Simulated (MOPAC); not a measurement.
# CH5BCl3N (SMILES C[NH2+][B-](Cl)(Cl)Cl): levels of theory compared

Aim: a comparison of 6 runs (AM1, MNDO, PM3, PM6, PM6-D3H4, PM7) of CH5BCl3N. 

The results are computed with MOPAC 23.2.5.

5 further runs of the same task are left out: 1 that didn't finish, 4 set aside as unsound or not needed.

## (1) Starting point

CH5BCl3N has 11 atoms, charge 0, and is taken as a singlet. As SMILES, `C[NH2+][B-](Cl)(Cl)Cl`. Geometry: a rough force-field guess.

Bond lengths: C1–N2 1.487 Å, N2–B3 1.577 Å, B3–Cl4 1.763 Å, B3–Cl5 1.868 Å, B3–Cl6 1.874 Å, C1–H7 1.062 Å, C1–H8 1.098 Å, C1–H9 1.175 Å, N2–H10 1.061 Å, N2–H11 1.025 Å. Some angles: C1–N2–B3 115.8°, N2–B3–Cl4 110.9°, N2–B3–Cl5 107.8°, N2–B3–Cl6 110.1°, Cl4–B3–Cl5 108.3°, Cl4–B3–Cl6 111.8°, Cl5–B3–Cl6 107.7°, C1–N2–H10 106.1°, C1–N2–H11 106.9°, B3–N2–H10 109.7°.

## (2) Energy and forces at AM1 (run 1)

The input, calc.mop:

```
AM1 DISP GRADIENTS BONDS 1SCF AUX(PRECISION=6) THREADS=1
gradient of CH5BCl3N

C 0.152200 1 -1.099500 1 0.809200 1
N 0.568800 1 -0.138000 1 -0.246400 1
B -0.470100 1 0.997800 1 -0.588700 1
Cl -1.970100 1 0.311900 1 -1.210100 1
Cl 0.279100 1 2.073400 1 -1.919600 1
Cl -0.767500 1 2.074800 1 0.915700 1
H 0.902500 1 -1.831300 1 0.981900 1
H -0.791100 1 -1.554300 1 0.480100 1
H -0.062100 1 -0.503100 1 1.798900 1
H 1.474400 1 0.296700 1 0.093700 1
H 0.749400 1 -0.685500 1 -1.094100 1
```

The run is started by

```sh
$ mopac calc.mop
```

calc.out:

```text
MOPAC v23.2.5
AM1 CALCULATION RESULTS
[...]
           Empirical Formula: C H5 N B Cl3  =    11 atoms
      MOLECULAR POINT GROUP   :   C1
[...]
     SCF FIELD WAS ACHIEVED
[...]
                              SUM =       -126.65257 KCAL/MOL = FINAL HEAT OF FORMATION
          TOTAL ENERGY            =      -1599.27371 EV
          ELECTRONIC ENERGY       =      -4783.24350 EV
          CORE-CORE REPULSION     =       3183.96979 EV
          COSMO AREA              =        148.53 SQUARE ANGSTROMS
          COSMO VOLUME            =        148.29 CUBIC ANGSTROMS
          GRADIENT NORM           =        132.92792          =       40.07927 PER ATOM
          IONIZATION POTENTIAL    =         10.792639 EV
          HOMO LUMO ENERGIES (EV) =        -10.793 -0.200
          NO. OF FILLED LEVELS    =         19
          MOLECULAR WEIGHT        =        148.2262         POINT GROUP:  C1
[...]
              NET ATOMIC CHARGES AND DIPOLE CONTRIBUTIONS
  ATOM NO.   TYPE          CHARGE      No. of ELECS.   s-Pop       p-Pop
    1          C          -0.191032        4.1910     1.24649     2.94455
    2          N          -0.099594        5.0996     1.49631     3.60329
    3          B           0.135154        2.8648     1.13875     1.72610
    4         Cl          -0.175556        7.1756     1.98138     5.19417
    5         Cl          -0.253583        7.2536     1.98694     5.26665
    6         Cl          -0.247721        7.2477     1.98707     5.26065
    7          H           0.102082        0.8979     0.89792
    8          H           0.132706        0.8673     0.86729
    9          H           0.147254        0.8527     0.85275
   10          H           0.229407        0.7706     0.77059
   11          H           0.220884        0.7791     0.77912
 DIPOLE           X         Y         Z       TOTAL
 POINT-CHG.     3.832    -6.179     2.264     7.615
 HYBRID         0.659    -0.341    -0.078     0.746
 SUM            4.490    -6.521     2.187     8.213
[...]
 * JOB ENDED NORMALLY *
[...]
```

It took 0.06 s on 1 thread of Arm Neoverse N1, shared host.

## (3) Energy and gradient at MNDO (run 2)

The input, ch5bcl3n.mop:

```
MNDO 1SCF BONDS DISP GRADIENTS AUX(PRECISION=6) THREADS=1
CH5BCl3N

C 0.152200 1 -1.099500 1 0.809200 1
N 0.568800 1 -0.138000 1 -0.246400 1
B -0.470100 1 0.997800 1 -0.588700 1
Cl -1.970100 1 0.311900 1 -1.210100 1
Cl 0.279100 1 2.073400 1 -1.919600 1
Cl -0.767500 1 2.074800 1 0.915700 1
H 0.902500 1 -1.831300 1 0.981900 1
H -0.791100 1 -1.554300 1 0.480100 1
H -0.062100 1 -0.503100 1 1.798900 1
H 1.474400 1 0.296700 1 0.093700 1
H 0.749400 1 -0.685500 1 -1.094100 1
```

The run is started by

```sh
$ mopac ch5bcl3n.mop
```

ch5bcl3n.out:

```text
MOPAC v23.2.5
MNDO CALCULATION RESULTS
[...]
           Empirical Formula: C H5 N B Cl3  =    11 atoms
      MOLECULAR POINT GROUP   :   C1
[...]
     SCF FIELD WAS ACHIEVED
[...]
                              SUM =       -101.77615 KCAL/MOL = FINAL HEAT OF FORMATION
          TOTAL ENERGY            =      -1543.94387 EV
          ELECTRONIC ENERGY       =      -4735.98881 EV
          CORE-CORE REPULSION     =       3192.04494 EV
          COSMO AREA              =        148.53 SQUARE ANGSTROMS
          COSMO VOLUME            =        148.29 CUBIC ANGSTROMS
          GRADIENT NORM           =        140.10850          =       42.24430 PER ATOM
          IONIZATION POTENTIAL    =         11.487764 EV
          HOMO LUMO ENERGIES (EV) =        -11.488 -0.591
          NO. OF FILLED LEVELS    =         19
          MOLECULAR WEIGHT        =        148.2262         POINT GROUP:  C1
[...]
              NET ATOMIC CHARGES AND DIPOLE CONTRIBUTIONS
  ATOM NO.   TYPE          CHARGE      No. of ELECS.   s-Pop       p-Pop
    1          C           0.080442        3.9196     1.23835     2.68120
    2          N          -0.020353        5.0204     1.48053     3.53982
    3          B           0.055919        2.9441     1.10087     1.84322
    4         Cl          -0.164085        7.1641     1.97214     5.19195
    5         Cl          -0.244745        7.2447     1.97973     5.26502
    6         Cl          -0.237339        7.2373     1.97998     5.25736
    7          H           0.027749        0.9723     0.97225
    8          H           0.055691        0.9443     0.94431
    9          H           0.066607        0.9334     0.93339
   10          H           0.194615        0.8054     0.80538
   11          H           0.185500        0.8145     0.81450
 DIPOLE           X         Y         Z       TOTAL
 POINT-CHG.     3.911    -6.346     2.293     7.799
 HYBRID         0.652    -0.302    -0.095     0.725
 SUM            4.563    -6.648     2.198     8.357
[...]
 * JOB ENDED NORMALLY *
[...]
```

It took 0.04 s on 1 thread of Arm Neoverse N1, shared host.

Runs 3 to 4 aren't shown in full; the table further down has their settings and results.

## (4) Energy and gradient at PM6-D3H4 (run 5)

The input, input.mop:

```
PM6-D3H4 1SCF BONDS GRADIENTS DISP THREADS=1 AUX(PRECISION=6)
CH5BCl3N charge 0

C      0.152200 1    -1.099500 1     0.809200 1
N      0.568800 1    -0.138000 1    -0.246400 1
B     -0.470100 1     0.997800 1    -0.588700 1
Cl    -1.970100 1     0.311900 1    -1.210100 1
Cl     0.279100 1     2.073400 1    -1.919600 1
Cl    -0.767500 1     2.074800 1     0.915700 1
H      0.902500 1    -1.831300 1     0.981900 1
H     -0.791100 1    -1.554300 1     0.480100 1
H     -0.062100 1    -0.503100 1     1.798900 1
H      1.474400 1     0.296700 1     0.093700 1
H      0.749400 1    -0.685500 1    -1.094100 1
```

The run is started by

```sh
$ mopac input.mop
```

input.out:

```text
MOPAC v23.2.5
PM6-D3H4 CALCULATION RESULTS
[...]
           Empirical Formula: C H5 N B Cl3  =    11 atoms
      MOLECULAR POINT GROUP   :   C1
[...]
     SCF FIELD WAS ACHIEVED
[...]
                              SUM =       -125.40972 KCAL/MOL = FINAL HEAT OF FORMATION
          TOTAL ENERGY            =      -1193.64049 EV
          ELECTRONIC ENERGY       =      -4295.57755 EV
          CORE-CORE REPULSION     =       3101.93705 EV
          COSMO AREA              =        148.53 SQUARE ANGSTROMS
          COSMO VOLUME            =        148.29 CUBIC ANGSTROMS
          GRADIENT NORM           =         99.05472          =       29.86612 PER ATOM
          IONIZATION POTENTIAL    =         10.418810 EV
          HOMO LUMO ENERGIES (EV) =        -10.419 -0.636
          NO. OF FILLED LEVELS    =         19
          MOLECULAR WEIGHT        =        148.2262         POINT GROUP:  C1
[...]
              NET ATOMIC CHARGES AND DIPOLE CONTRIBUTIONS
  ATOM NO.   TYPE          CHARGE      No. of ELECS.   s-Pop       p-Pop       d-Pop
    1          C          -0.436059        4.4361     1.10863     3.32743
    2          N          -0.075692        5.0757     1.44283     3.63286
    3          B           0.194010        2.8060     0.95200     1.85399
    4         Cl          -0.198981        7.1990     1.99169     5.20298     0.00431
    5         Cl          -0.285855        7.2859     1.99382     5.28833     0.00370
    6         Cl          -0.285911        7.2859     1.99367     5.28857     0.00367
    7          H           0.168509        0.8315     0.83149
    8          H           0.204210        0.7958     0.79579
    9          H           0.224672        0.7753     0.77533
   10          H           0.249968        0.7500     0.75003
   11          H           0.241128        0.7589     0.75887
 DIPOLE           X         Y         Z       TOTAL
 POINT-CHG.     4.116    -6.699     2.433     8.230
 HYBRID         0.423    -0.008    -0.178     0.459
 SUM            4.539    -6.706     2.255     8.406
[...]
 * JOB ENDED NORMALLY *
[...]
```

Run time: 0.06 s. Hardware: 1 thread of Arm Neoverse N1, shared host.

## (5) Energy and gradient at PM7 (run 6)

The input, job.mop:

```
PM7 1SCF DISP GRADIENTS BONDS AUX(PRECISION=9) THREADS=1
CH5BCl3N, PM7

C 0.152200 1 -1.099500 1 0.809200 1
N 0.568800 1 -0.138000 1 -0.246400 1
B -0.470100 1 0.997800 1 -0.588700 1
Cl -1.970100 1 0.311900 1 -1.210100 1
Cl 0.279100 1 2.073400 1 -1.919600 1
Cl -0.767500 1 2.074800 1 0.915700 1
H 0.902500 1 -1.831300 1 0.981900 1
H -0.791100 1 -1.554300 1 0.480100 1
H -0.062100 1 -0.503100 1 1.798900 1
H 1.474400 1 0.296700 1 0.093700 1
H 0.749400 1 -0.685500 1 -1.094100 1
```

The run is started by

```sh
$ mopac job.mop
```

job.out:

```text
MOPAC v23.2.5
PM7 CALCULATION RESULTS
[...]
           Empirical Formula: C H5 N B Cl3  =    11 atoms
      MOLECULAR POINT GROUP   :   C1
[...]
     SCF FIELD WAS ACHIEVED
[...]
                              SUM =       -130.76623 KCAL/MOL = FINAL HEAT OF FORMATION
          TOTAL ENERGY            =      -1238.17530 EV
          ELECTRONIC ENERGY       =      -4306.14586 EV
          CORE-CORE REPULSION     =       3067.97056 EV
          COSMO AREA              =        148.53 SQUARE ANGSTROMS
          COSMO VOLUME            =        148.29 CUBIC ANGSTROMS
          GRADIENT NORM           =        102.51617          =       30.90979 PER ATOM
          IONIZATION POTENTIAL    =         10.631453 EV
          HOMO LUMO ENERGIES (EV) =        -10.631 -0.523
          NO. OF FILLED LEVELS    =         19
          MOLECULAR WEIGHT        =        148.2262         POINT GROUP:  C1
[...]
              NET ATOMIC CHARGES AND DIPOLE CONTRIBUTIONS
  ATOM NO.   TYPE          CHARGE      No. of ELECS.   s-Pop       p-Pop       d-Pop
    1          C          -0.344687        4.3447     1.08023     3.26445
    2          N          -0.238023        5.2380     1.51459     3.72343
    3          B           0.213443        2.7866     0.62742     2.15914
    4         Cl          -0.201819        7.2018     1.98816     5.20916     0.00450
    5         Cl          -0.269595        7.2696     1.99067     5.27511     0.00382
    6         Cl          -0.276944        7.2769     1.99050     5.28241     0.00403
    7          H           0.154132        0.8459     0.84587
    8          H           0.189413        0.8106     0.81059
    9          H           0.209658        0.7903     0.79034
   10          H           0.285931        0.7141     0.71407
   11          H           0.278492        0.7215     0.72151
 DIPOLE           X         Y         Z       TOTAL
 POINT-CHG.     4.098    -6.532     2.420     8.082
 HYBRID         0.643    -0.195    -0.131     0.685
 SUM            4.742    -6.727     2.289     8.542
[...]
 * JOB ENDED NORMALLY *
[...]
```

Run time: 0.06 s. Hardware: 1 thread of Arm Neoverse N1, shared host.

## (6) Overview of the runs

| run | level | heat of formation (kcal/mol) | dipole moment (D) | HOMO energy (eV) | LUMO energy (eV) | wall time |
| --- | --- | --- | --- | --- | --- | --- |
| 1 | AM1 | -126.65 | 8.21 | -10.79 | -0.20 | 0.06 s |
| 2 | MNDO | -101.78 | 8.36 | -11.49 | -0.59 | 0.04 s |
| 3 | PM3 | -119.60 | 7.73 | -9.72 | 0.16 | 0.04 s |
| 4 | PM6 | -132.01 | 8.41 | -10.42 | -0.64 | 0.04 s |
| 5 | PM6-D3H4 | -125.41 | 8.41 | -10.42 | -0.64 | 0.06 s |
| 6 | PM7 | -130.77 | 8.54 | -10.63 | -0.52 | 0.06 s |

## (7) What came out

| quantity | value |
| --- | --- |
| run 6: total energy | -45.50210 Eh |
| run 6: dipole moment | 8.54 D |
| run 6: HOMO energy | -10.63 eV |
| run 6: LUMO energy | -0.52 eV |
| run 6: HOMO–LUMO gap | 10.11 eV |
| run 6: dispersion energy | -4.04 kJ/mol |
| run 6: heat of formation at this unrelaxed shape | -130.8 kcal/mol |
| run 6: largest force on an atom | 2.370 eV/Å |

**Reading.** The dipole moment (its size) runs from 7.73 D (PM3) to 8.54 D (PM7). The HOMO–LUMO gap runs from 9.78 eV (PM6) to 10.90 eV (MNDO). Force-field and semi-empirical energies have zeros of their own, so their totals don't compare. All runs together took 0.3 s, the longest 0.06 s.
